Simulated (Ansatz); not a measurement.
# Cu: the cost of one run

Program: Ansatz 0.2.0. Level of theory: DFT PBEsol, scalar-relativistic, plane waves, PAW. These are calculated values, not measurements.

## Step 1: The system as given

It takes space group Fm-3m (No. 225, cubic). Conventional cell: a = 3.600 Å, b = 3.600 Å, c = 3.600 Å, α = 90.00°, β = 90.00°, γ = 90.00°. Cu (site symmetry m-3m) has 12 Cu at 2.55 Å in its first shell of neighbours.

Coordinates:

```cif
data_structure
_symmetry_space_group_name_H-M 'P 1'
_symmetry_Int_Tables_number 1
_cell_length_a 2.5456
_cell_length_b 2.5456
_cell_length_c 2.5456
_cell_angle_alpha 60.000
_cell_angle_beta 60.000
_cell_angle_gamma 60.000
_cell_volume 11.66
loop_
_atom_site_label
_atom_site_type_symbol
_atom_site_fract_x
_atom_site_fract_y
_atom_site_fract_z
_atom_site_occupancy
Cu1 Cu 0.00000 0.00000 0.00000 1
```

## Step 2: Relaxing cell and atoms: Cu, no spin

File input.yaml:

```yaml
crystal:
  lattice:
    - [0.0, 1.8, 1.8]
    - [1.8, 0.0, 1.8]
    - [1.8, 1.8, 0.0]
  atoms:
    - { symbol: Cu, position: [0.0, 0.0, 0.0] }
scf:
  occupations: { method: gaussian, width: 0.1 }
output:
  forces: true
  stress: true
  eigenvalues: true
  write_density: true
  write_potential: true
  elf: true
  volumetric_format: npy
hamiltonian:
  xc: pbesol
kpoints:
  mp_grid: { grid: [12, 12, 12] }
relax:
  f_tol: 0.003
  cell: { stress_tol: 0.05 }
```

On the command line:

```console
> ansatz run input.yaml --threads 2 --pin off --max-ram 8192MiB --backend cpu --events-out ev --progress --plain --runs-dir out
```

Q: Estimate wall time and peak memory on 2 threads of Intel Xeon at 2.30GHz, shared host.

About 3.7 s, with a peak of 0.31 GiB.
